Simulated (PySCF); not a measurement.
# C₆H₅F: electronic structure in real space, part 2 of 2

Aim: take C₆H₅F and compute its lowest excited states and measure its response to a uniform field.

PySCF 2.14.0; Gaussian basis, gas phase. The steps go on from the part before.

### Step 4. Response to an electric field (B3LYP/def2-svpd)

File input.py:

```python
import numpy as np
from pyscf import gto, scf, dft
from pyscf.scf import atom_ks, atom_hf
from scipy.linalg import block_diag

def solve(mol, dm0=None, hcore=None):
    mf = (dft.UKS if mol.spin else dft.RKS)(mol, xc='b3lyp')
    mf.grids.level = 3
    mf = mf.density_fit(auxbasis='def2-universal-jkfit')
    mf.conv_tol, mf.max_cycle = 1e-8, 80
    if hcore is not None:
        mf.get_hcore = lambda *args: hcore
    mf.kernel(dm0)
    if not mf.converged:
        mf = mf.newton().run(mf.mo_coeff, mf.mo_occ, max_cycle=30)
    assert mf.converged, 'SCF not converged'
    return mf

mol = gto.M(atom='''
F      2.27468     0.00008     0.00000
C      0.92396    -0.00011     0.00000
C      0.25494    -1.21010     0.00000
C     -1.12915    -1.20073     0.00000
C     -1.81963     0.00003     0.00000
C     -1.12917     1.20068     0.00000
C      0.25492     1.21008     0.00000
H      0.81459    -2.13216     0.00000
H     -1.66867    -2.13573     0.00000
H     -2.89904     0.00025     0.00000
H     -1.66870     2.13568     0.00000
H      0.81456     2.13215     0.00000
''', basis='def2-svpd', charge=0, spin=0, verbose=4)
field = np.array([-0.005, -0.0, -0.0])  # atomic units
mol.set_common_orig(mol.atom_charges() @ mol.atom_coords() / mol.atom_charges().sum())
mf = solve(mol)
out = dict(dm0=mf.make_rdm1(), d0=mf.dip_moment(unit='AU'), e0=mf.e_tot)
for name, sign in (('p', 1), ('m', -1)):
    h = mf.get_hcore() + sign * np.einsum('x,xij->ij', field, mol.intor('int1e_r'))
    mi = solve(mol, mf.make_rdm1(), h)
    out.update({'dm' + name: mi.make_rdm1(), 'd' + name: mi.dip_moment(unit='AU'), 'e' + name: mi.e_tot})
# spherically averaged free atoms, for the promolecule
atm = atom_ks.get_atm_nrks(mol, xc='b3lyp')
pro = block_diag(*[(atm[a[0]][2] * atm[a[0]][3]) @ atm[a[0]][2].T for a in mol._atom])
np.savez('result.npz', pro=pro, **out)
```

Command:

```console
$ OMP_NUM_THREADS=1 python input.py
```

Standard output:

```text
[ENV] PYSCF_TMPDIR <dir>
[ENV] PYSCF_MAX_MEMORY 1375
[INPUT] verbose = 4
[INPUT] num. atoms = 12
[INPUT] num. electrons = 50
[INPUT] charge = 0
[INPUT] spin (= nelec alpha-beta = 2S) = 0
[INPUT] symmetry False subgroup None
[INPUT] Mole.unit = angstrom
[INPUT] Symbol           X                Y                Z      unit          X                Y                Z       unit  Magmom
[INPUT]  1 F      2.274680000000   0.000080000000   0.000000000000 AA    4.298522221026   0.000151178090   0.000000000000 Bohr   0.0
[INPUT]  2 C      0.923960000000  -0.000110000000   0.000000000000 AA    1.746031350053  -0.000207869874   0.000000000000 Bohr   0.0
[INPUT]  3 C      0.254940000000  -1.210100000000   0.000000000000 AA    0.481766778197  -2.286757583336   0.000000000000 Bohr   0.0
[INPUT]  4 C     -1.129150000000  -1.200730000000   0.000000000000 AA   -2.133784253553  -2.269050849549   0.000000000000 Bohr   0.0
[INPUT]  5 C     -1.819630000000   0.000030000000   0.000000000000 AA   -3.438602348042   0.000056691784   0.000000000000 Bohr   0.0
[INPUT]  6 C     -1.129170000000   1.200680000000   0.000000000000 AA   -2.133822048075   2.268956363243   0.000000000000 Bohr   0.0
[INPUT]  7 C      0.254920000000   1.210080000000   0.000000000000 AA    0.481728983674   2.286719788814   0.000000000000 Bohr   0.0
[INPUT]  8 H      0.814590000000  -2.132160000000   0.000000000000 AA    1.539352003809  -4.029198453753   0.000000000000 Bohr   0.0
[INPUT]  9 H     -1.668670000000  -2.135730000000   0.000000000000 AA   -3.153329292278  -4.035944776017   0.000000000000 Bohr   0.0
[INPUT] 10 H     -2.899040000000   0.000250000000   0.000000000000 AA   -5.478391624159   0.000472431531   0.000000000000 Bohr   0.0
[INPUT] 11 H     -1.668700000000   2.135680000000   0.000000000000 AA   -3.153385984062   4.035850289711   0.000000000000 Bohr   0.0
[INPUT] 12 H      0.814560000000   2.132150000000   0.000000000000 AA    1.539295312026   4.029179556491   0.000000000000 Bohr   0.0

nuclear repulsion = 270.525057043974
number of shells = 77
number of NR pGTOs = 263
number of NR cGTOs = 183
basis = def2-svpd
ecp = {}

******** <class 'pyscf.df.df_jk.DFRKS'> ********
method = DFRKS
initial guess = minao
damping factor = 0
level_shift factor = 0
DIIS = <class 'pyscf.scf.diis.CDIIS'>
diis_start_cycle = 1
diis_space = 8
diis_damp = 0
SCF conv_tol = 1e-08
SCF conv_tol_grad = None
SCF max_cycles = 80
direct_scf = False
XC library pyscf.dft.libxc version 7.0.0
    S. Lehtola, C. Steigemann, M. J.T. Oliveira, and M. A.L. Marques.,  SoftwareX 7, 1–5 (2018)
XC functionals = b3lyp
    P. J. Stephens, F. J. Devlin, C. F. Chabalowski, and M. J. Frisch.,  J. Phys. Chem. 98, 11623 (1994)
radial grids:
    Treutler-Ahlrichs [JCP 102, 346 (1995); DOI:10.1063/1.469408] (M4) radial grids

becke partition: Becke, JCP 88, 2547 (1988); DOI:10.1063/1.454033
pruning grids: <function nwchem_prune at 0x750db505f600>
grids dens level: 3
symmetrized grids: False
atomic radii adjust function: <function treutler_atomic_radii_adjust at 0x750db505fba0>
small_rho_cutoff = 0
Set gradient conv threshold to 0.0001
Initial guess from minao.
tot grids = 148016
******** <class 'pyscf.df.df.DF'> ********
auxbasis = def2-universal-jkfit
init E= -332.328400510409
  HOMO = -0.289682796149936  LUMO = -0.0954574958020107  gap/eV = 5.28514
cycle= 1 E= -331.207752541585  delta_E= 1.12  |g|= 0.497  |ddm|= 12.2
  HOMO = -0.22113081660473  LUMO = 0.00993757130255385  gap/eV = 6.28769
cycle= 2 E= -331.166542365487  delta_E= 0.0412  |g|= 0.681  |ddm|= 3.26
  HOMO = -0.252938842346021  LUMO = -0.0215193335823205  gap/eV = 6.29725
cycle= 3 E= -331.259313998142  delta_E= -0.0928  |g|= 0.0973  |ddm|= 1.22
  HOMO = -0.262571550885839  LUMO = -0.0296038437756705  gap/eV = 6.33937
cycle= 4 E= -331.261548568745  delta_E= -0.00223  |g|= 0.0394  |ddm|= 0.38
  HOMO = -0.261390996440717  LUMO = -0.0281433523925516  gap/eV = 6.34699
cycle= 5 E= -331.261961824401  delta_E= -0.000413  |g|= 0.0101  |ddm|= 0.141
  HOMO = -0.260385818563046  LUMO = -0.0273367927518775  gap/eV = 6.34159
cycle= 6 E= -331.261982985303  delta_E= -2.12e-05  |g|= 0.00376  |ddm|= 0.0377
  HOMO = -0.260590594192983  LUMO = -0.0275341391707196  gap/eV = 6.34179
cycle= 7 E= -331.26198629533  delta_E= -3.31e-06  |g|= 0.000674  |ddm|= 0.0121
  HOMO = -0.260632807617471  LUMO = -0.0275348114516039  gap/eV = 6.34292
cycle= 8 E= -331.261986388632  delta_E= -9.33e-08  |g|= 0.000149  |ddm|= 0.00178
  HOMO = -0.260631506291068  LUMO = -0.0275423305012117  gap/eV = 6.34268
cycle= 9 E= -331.261986393667  delta_E= -5.03e-09  |g|= 1.8e-05  |ddm|= 0.00055
  HOMO = -0.260630165566567  LUMO = -0.0275397576535781  gap/eV = 6.34271
Extra cycle  E= -331.261986393673  delta_E= -5.91e-12  |g|= 1.7e-05  |ddm|= 0.000123
converged SCF energy = -331.261986393673
Dipole moment(X, Y, Z, A.U.): -0.64074, -0.00006,  0.00000

******** <class 'pyscf.df.df_jk.DFRKS'> ********
method = DFRKS
initial guess = minao
damping factor = 0
level_shift factor = 0
DIIS = <class 'pyscf.scf.diis.CDIIS'>
diis_start_cycle = 1
diis_space = 8
diis_damp = 0
SCF conv_tol = 1e-08
SCF conv_tol_grad = None
SCF max_cycles = 80
direct_scf = False
XC library pyscf.dft.libxc version 7.0.0
    S. Lehtola, C. Steigemann, M. J.T. Oliveira, and M. A.L. Marques.,  SoftwareX 7, 1–5 (2018)
XC functionals = b3lyp
    P. J. Stephens, F. J. Devlin, C. F. Chabalowski, and M. J. Frisch.,  J. Phys. Chem. 98, 11623 (1994)
radial grids:
    Treutler-Ahlrichs [JCP 102, 346 (1995); DOI:10.1063/1.469408] (M4) radial grids

becke partition: Becke, JCP 88, 2547 (1988); DOI:10.1063/1.454033
pruning grids: <function nwchem_prune at 0x750db505f600>
grids dens level: 3
symmetrized grids: False
atomic radii adjust function: <function treutler_atomic_radii_adjust at 0x750db505fba0>
small_rho_cutoff = 0
Overwritten attributes  get_hcore  of <class 'pyscf.df.df_jk.DFRKS'>
Set gradient conv threshold to 0.0001
tot grids = 148016
******** <class 'pyscf.df.df.DF'> ********
auxbasis = def2-universal-jkfit
init E= -331.265190109425
  HOMO = -0.257483720845516  LUMO = -0.0232405720545321  gap/eV = 6.37408
cycle= 1 E= -331.265258028459  delta_E= -6.79e-05  |g|= 0.0525  |ddm|= 0.545
  HOMO = -0.256448766094239  LUMO = -0.0240416072845129  gap/eV = 6.32412
cycle= 2 E= -331.262948639757  delta_E= 0.00231  |g|= 0.105  |ddm|= 0.51
  HOMO = -0.25732713619032  LUMO = -0.0235794222269279  gap/eV = 6.36060
cycle= 3 E= -331.26618920872  delta_E= -0.00324  |g|= 0.00506  |ddm|= 0.255
  HOMO = -0.257568330097778  LUMO = -0.0236860976952613  gap/eV = 6.36426
cycle= 4 E= -331.266195577228  delta_E= -6.37e-06  |g|= 0.00237  |ddm|= 0.0292
  HOMO = -0.257513976832862  LUMO = -0.0236608992482727  gap/eV = 6.36347
cycle= 5 E= -331.266196639356  delta_E= -1.06e-06  |g|= 0.00032  |ddm|= 0.00445
  HOMO = -0.25748461933582  LUMO = -0.0236243450111902  gap/eV = 6.36366
cycle= 6 E= -331.266196656493  delta_E= -1.71e-08  |g|= 0.000113  |ddm|= 0.00138
  HOMO = -0.257499682729517  LUMO = -0.0236381084397586  gap/eV = 6.36370
cycle= 7 E= -331.266196659779  delta_E= -3.29e-09  |g|= 1.49e-05  |ddm|= 0.000501
  HOMO = -0.257498606792262  LUMO = -0.0236366567395931  gap/eV = 6.36371
Extra cycle  E= -331.266196659692  delta_E= 8.74e-11  |g|= 2.28e-05  |ddm|= 0.000112
converged SCF energy = -331.266196659692
Dipole moment(X, Y, Z, A.U.): -1.04284, -0.00006, -0.00000

******** <class 'pyscf.df.df_jk.DFRKS'> ********
method = DFRKS
initial guess = minao
damping factor = 0
level_shift factor = 0
DIIS = <class 'pyscf.scf.diis.CDIIS'>
diis_start_cycle = 1
diis_space = 8
diis_damp = 0
SCF conv_tol = 1e-08
SCF conv_tol_grad = None
SCF max_cycles = 80
direct_scf = False
XC library pyscf.dft.libxc version 7.0.0
    S. Lehtola, C. Steigemann, M. J.T. Oliveira, and M. A.L. Marques.,  SoftwareX 7, 1–5 (2018)
XC functionals = b3lyp
    P. J. Stephens, F. J. Devlin, C. F. Chabalowski, and M. J. Frisch.,  J. Phys. Chem. 98, 11623 (1994)
radial grids:
    Treutler-Ahlrichs [JCP 102, 346 (1995); DOI:10.1063/1.469408] (M4) radial grids

becke partition: Becke, JCP 88, 2547 (1988); DOI:10.1063/1.454033
pruning grids: <function nwchem_prune at 0x750db505f600>
grids dens level: 3
symmetrized grids: False
atomic radii adjust function: <function treutler_atomic_radii_adjust at 0x750db505fba0>
small_rho_cutoff = 0
Set gradient conv threshold to 0.0001
tot grids = 148016
******** <class 'pyscf.df.df.DF'> ********
auxbasis = def2-universal-jkfit
init E= -331.25878267792
  HOMO = -0.262366801670932  LUMO = -0.0317497356818466  gap/eV = 6.27541
cycle= 1 E= -331.258835469035  delta_E= -5.28e-05  |g|= 0.0531  |ddm|= 0.527
  HOMO = -0.264786893179816  LUMO = -0.0315048382716592  gap/eV = 6.34793
cycle= 2 E= -331.256492802925  delta_E= 0.00234  |g|= 0.105  |ddm|= 0.508
  HOMO = -0.263955740566385  LUMO = -0.0318193616110207  gap/eV = 6.31675
cycle= 3 E= -331.259786801461  delta_E= -0.00329  |g|= 0.00565  |ddm|= 0.255
  HOMO = -0.263609111264709  LUMO = -0.0316263095614477  gap/eV = 6.31257
cycle= 4 E= -331.259794098955  delta_E= -7.3e-06  |g|= 0.00261  |ddm|= 0.0299
  HOMO = -0.263672771721607  LUMO = -0.0316494980779041  gap/eV = 6.31367
cycle= 5 E= -331.259795442476  delta_E= -1.34e-06  |g|= 0.000398  |ddm|= 0.00543
  HOMO = -0.263711704809054  LUMO = -0.031691166738173  gap/eV = 6.31360
cycle= 6 E= -331.25979547056  delta_E= -2.81e-08  |g|= 0.000119  |ddm|= 0.00159
  HOMO = -0.263696972768004  LUMO = -0.0316759165358977  gap/eV = 6.31361
cycle= 7 E= -331.259795474271  delta_E= -3.71e-09  |g|= 1.46e-05  |ddm|= 0.000532
  HOMO = -0.263698524286926  LUMO = -0.0316774297002134  gap/eV = 6.31362
Extra cycle  E= -331.259795474184  delta_E= 8.73e-11  |g|= 2.25e-05  |ddm|= 0.000109
converged SCF energy = -331.259795474184
Dipole moment(X, Y, Z, A.U.): -0.23505, -0.00006,  0.00000
Spherically averaged atomic KS for {'C', 'F', 'H'}

******** <class 'pyscf.scf.atom_ks.AtomSphAverageRKS'> ********
method = AtomSphAverageRKS
initial guess = vsap
damping factor = 0
level_shift factor = 0
diis_start_cycle = 1
diis_space = 12
SCF conv_tol = 1e-09
SCF conv_tol_grad = None
SCF max_cycles = 50
direct_scf = True
direct_scf_tol = 1e-13
XC library pyscf.dft.libxc version 7.0.0
    S. Lehtola, C. Steigemann, M. J.T. Oliveira, and M. A.L. Marques.,  SoftwareX 7, 1–5 (2018)
XC functionals = b3lyp
    P. J. Stephens, F. J. Devlin, C. F. Chabalowski, and M. J. Frisch.,  J. Phys. Chem. 98, 11623 (1994)
radial grids:
    Treutler-Ahlrichs [JCP 102, 346 (1995); DOI:10.1063/1.469408] (M4) radial grids

becke partition: Becke, JCP 88, 2547 (1988); DOI:10.1063/1.454033
pruning grids: <function nwchem_prune at 0x750db505f600>
grids dens level: 3
symmetrized grids: False
atomic radii adjust function: <function treutler_atomic_radii_adjust at 0x750db505fba0>
User specified grid scheme (100, 434)
small_rho_cutoff = 0
Set gradient conv threshold to 3.16228e-05
tot grids = 25232
init E= 170.964100905483
cycle= 1 E= 170.96383696579  delta_E= -0.000264  |g|=    0  |ddm|= 0.201
cycle= 2 E= 170.96513562062  delta_E= 0.0013  |g|=    0  |ddm|= 0.193
cycle= 3 E= 170.95830569185  delta_E= -0.00683  |g|=    0  |ddm|= 0.0966
cycle= 4 E= 170.958308050619  delta_E= 2.36e-06  |g|=    0  |ddm|= 0.00951
cycle= 5 E= 170.958292147062  delta_E= -1.59e-05  |g|=    0  |ddm|= 0.00474
cycle= 6 E= 170.95829215128  delta_E= 4.22e-09  |g|=    0  |ddm|= 0.000397
cycle= 7 E= 170.958292123305  delta_E= -2.8e-08  |g|=    0  |ddm|= 0.000216
cycle= 8 E= 170.95829212332  delta_E= 1.52e-11  |g|=    0  |ddm|= 1.95e-05
Extra cycle  E= 170.958292123332  delta_E= 1.24e-11  |g|=    0  |ddm|= 2.16e-05
Atomic HF for atom  F  converged. SCF energy = 170.958292123332

******** <class 'pyscf.scf.atom_ks.AtomSphAverageRKS'> ********
method = AtomSphAverageRKS
initial guess = vsap
damping factor = 0
level_shift factor = 0
diis_start_cycle = 1
diis_space = 12
SCF conv_tol = 1e-09
SCF conv_tol_grad = None
SCF max_cycles = 50
direct_scf = True
direct_scf_tol = 1e-13
XC library pyscf.dft.libxc version 7.0.0
    S. Lehtola, C. Steigemann, M. J.T. Oliveira, and M. A.L. Marques.,  SoftwareX 7, 1–5 (2018)
XC functionals = b3lyp
    P. J. Stephens, F. J. Devlin, C. F. Chabalowski, and M. J. Frisch.,  J. Phys. Chem. 98, 11623 (1994)
radial grids:
    Treutler-Ahlrichs [JCP 102, 346 (1995); DOI:10.1063/1.469408] (M4) radial grids

becke partition: Becke, JCP 88, 2547 (1988); DOI:10.1063/1.454033
pruning grids: <function nwchem_prune at 0x750db505f600>
grids dens level: 3
symmetrized grids: False
atomic radii adjust function: <function treutler_atomic_radii_adjust at 0x750db505fba0>
User specified grid scheme (100, 434)
small_rho_cutoff = 0
Set gradient conv threshold to 3.16228e-05
tot grids = 24752
init E= 232.848197668575
cycle= 1 E= 232.829815437246  delta_E= -0.0184  |g|=    0  |ddm|= 0.545
cycle= 2 E= 232.824447628186  delta_E= -0.00537  |g|=    0  |ddm|= 0.325
cycle= 3 E= 232.821589278575  delta_E= -0.00286  |g|=    0  |ddm|= 0.158
cycle= 4 E= 232.821377593457  delta_E= -0.000212  |g|=    0  |ddm|= 0.0632
cycle= 5 E= 232.821267115194  delta_E= -0.00011  |g|=    0  |ddm|= 0.0315
cycle= 6 E= 232.82125888259  delta_E= -8.23e-06  |g|=    0  |ddm|= 0.0124
cycle= 7 E= 232.821254610308  delta_E= -4.27e-06  |g|=    0  |ddm|= 0.0062
cycle= 8 E= 232.821254290352  delta_E= -3.2e-07  |g|=    0  |ddm|= 0.00245
cycle= 9 E= 232.821254124505  delta_E= -1.66e-07  |g|=    0  |ddm|= 0.00122
cycle= 10 E= 232.821254112071  delta_E= -1.24e-08  |g|=    0  |ddm|= 0.000482
cycle= 11 E= 232.821254105628  delta_E= -6.44e-09  |g|=    0  |ddm|= 0.000241
cycle= 12 E= 232.821254104948  delta_E= -6.79e-10  |g|=    0  |ddm|= 3.96e-05
Extra cycle  E= 232.821254104895  delta_E= -5.31e-11  |g|=    0  |ddm|= 3.15e-05
Atomic HF for atom  C  converged. SCF energy = 232.821254104895

******** <class 'pyscf.scf.atom_ks.AtomSphAverageRKS'> ********
method = AtomSphAverageRKS
initial guess = vsap
damping factor = 0
level_shift factor = 0
diis_start_cycle = 1
diis_space = 12
SCF conv_tol = 1e-09
SCF conv_tol_grad = None
SCF max_cycles = 50
direct_scf = True
direct_scf_tol = 1e-13
XC library pyscf.dft.libxc version 7.0.0
    S. Lehtola, C. Steigemann, M. J.T. Oliveira, and M. A.L. Marques.,  SoftwareX 7, 1–5 (2018)
XC functionals = b3lyp
    P. J. Stephens, F. J. Devlin, C. F. Chabalowski, and M. J. Frisch.,  J. Phys. Chem. 98, 11623 (1994)
radial grids:
    Treutler-Ahlrichs [JCP 102, 346 (1995); DOI:10.1063/1.469408] (M4) radial grids

becke partition: Becke, JCP 88, 2547 (1988); DOI:10.1063/1.454033
pruning grids: <function nwchem_prune at 0x750db505f600>
grids dens level: 3
symmetrized grids: False
atomic radii adjust function: <function treutler_atomic_radii_adjust at 0x750db505fba0>
User specified grid scheme (100, 434)
small_rho_cutoff = 0
Set gradient conv threshold to 3.16228e-05
tot grids = 26240
init E= 270.087796139001
cycle= 1 E= 270.079313153154  delta_E= -0.00848  |g|=    0  |ddm|= 0.231
cycle= 2 E= 270.079226858771  delta_E= -8.63e-05  |g|=    0  |ddm|= 0.0232
cycle= 3 E= 270.079225741475  delta_E= -1.12e-06  |g|=    0  |ddm|= 0.00264
cycle= 4 E= 270.079225727281  delta_E= -1.42e-08  |g|=    0  |ddm|= 0.000298
cycle= 5 E= 270.0792257271  delta_E= -1.81e-10  |g|=    0  |ddm|= 3.36e-05
Extra cycle  E= 270.079225727098  delta_E= -2.33e-12  |g|=    0  |ddm|= 3.79e-06
Atomic HF for atom  H  converged. SCF energy = 270.079225727098
```

Run time: 50 s. Hardware: 1 thread of AMD EPYC 7R43 (Zen 3), shared host; peak memory 0.87 GiB.

### Step 5. Analysis of result.npz

Change of the density in a field of 0.26 V/Å.

The induced dipole is 1.02 D (along the field); α along this axis, from the fields in both directions, is 81 bohr³ (12.0 Å³).

Electrons gather most on F1 (Hirshfeld charge changes by −0.016 e) and leave H10 most (+0.013 e); 0.080 electrons are displaced in all.

### Step 6. Summary of results

What follows sums up all 2 parts.

| quantity | value |
| --- | --- |
| lowest singlet excitation (PBE0/6-31+g*) | 5.57 eV |
| polarisability along the field (B3LYP/def2-svpd) | 80.8 bohr³ |

In words: All values hold at the given geometry, in the gas phase.
